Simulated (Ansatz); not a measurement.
Consider a convergence test of the plane-wave cutoff of SiO2, space group P4_2/mnm (Ansatz 0.2.0 through its Python package).

`ecut.py`:
```python
'''Cutoff test for SiO2.'''

import ansatz
import pandas as pd

lattice = ansatz.Lattice.of(
    (4.1773, 0.0, 0.0),
    (0.0, 4.1773, 0.0),
    (0.0, 0.0, 2.6652),
)
sites = [
    ('Si', (0.0, 0.0, 0.0)),
    ('Si', (0.5, 0.5, 0.5)),
    ('O', (0.3059, 0.3059, 0.0)),
    ('O', (0.1941, 0.8059, 0.5)),
    ('O', (0.6941, 0.6941, 0.0)),
    ('O', (0.8059, 0.1941, 0.5)),
]
xtal = ansatz.Crystal(lattice=lattice)
for symbol, position in sites:
    xtal = xtal.atom(symbol, position)

calculation = (
    xtal.calculation()
    .functional('pbe')
    .kpoints(6, 6, 8)
    .occupations(ansatz.OccupationsMethod.METHFESSEL_PAXTON)
)

rows = []
for value in [300, 350, 400, 450, 500, 550]:
    rep = calculation.basis(value).run().report
    rows.append((value, rep['free_energy_ev'] / len(rep['lattice']['sites']), rep['n_iterations'], rep['n_pw']))

table = pd.DataFrame(rows, columns=['cutoff (eV)', 'F/atom (eV)', 'iterations', 'plane waves'])
print(table.round(5).to_string(index=False))

# the last row is the reference
for row in rows[:-1]:
    shift = 1000 * (row[1] - rows[-1][1])
    print(f'{row[0]}: {shift:+.2f} meV/atom' + ('  (within 5 meV)' if abs(shift) < 5 else ''))
```

From which cutoff on is the energy per atom within 5 meV of the last row, and how does it get there?

From 450 eV on it stays within 5 meV an atom of the value at 550 eV; the first row (300 eV) is off by 282.6 meV and the last but one by 0.18 meV. The energy falls steadily, as expected when plane waves are added.

The run itself:

```console
$ python ecut.py
DeckWarning: basis.ecutwfc = 300 eV is below the records' recommended 420 eV, and the density's cutoff is lower with it unless basis.ecutrho_ratio is high enough to keep the records' density cutoff: compare with a run at a higher cutoff
DeckWarning: basis.ecutwfc = 350 eV is below the records' recommended 420 eV, and the density's cutoff is lower with it unless basis.ecutrho_ratio is high enough to keep the records' density cutoff: compare with a run at a higher cutoff
DeckWarning: basis.ecutwfc = 400 eV is below the records' recommended 420 eV, and the density's cutoff is lower with it unless basis.ecutrho_ratio is high enough to keep the records' density cutoff: compare with a run at a higher cutoff
 cutoff (eV)  F/atom (eV)  iterations  plane waves
         300   -590.88127           6          523
         350   -591.10348           7          697
         400   -591.15454           6          825
         450   -591.16308           5         1009
         500   -591.16368           6         1169
         550   -591.16387           5         1363
300: +282.60 meV/atom
350: +60.39 meV/atom
400: +9.33 meV/atom
450: +0.78 meV/atom  (within 5 meV)
500: +0.18 meV/atom  (within 5 meV)
```
(Warnings from the package without file and line.)

Notes:
- This is a high-temperature or high-pressure form, not the ambient phase.
- The starting cell is as deposited in a crystallographic database; the results hold for this polymorph, which needn't be the stable one.
- Shifts are counted from the last row, which is itself no proven limit.
- Processor time in the engine: 11 s on 1 thread of Intel(R) Xeon(R) Processor @ 2.30GHz (shared host), peak memory 0.56 GiB.
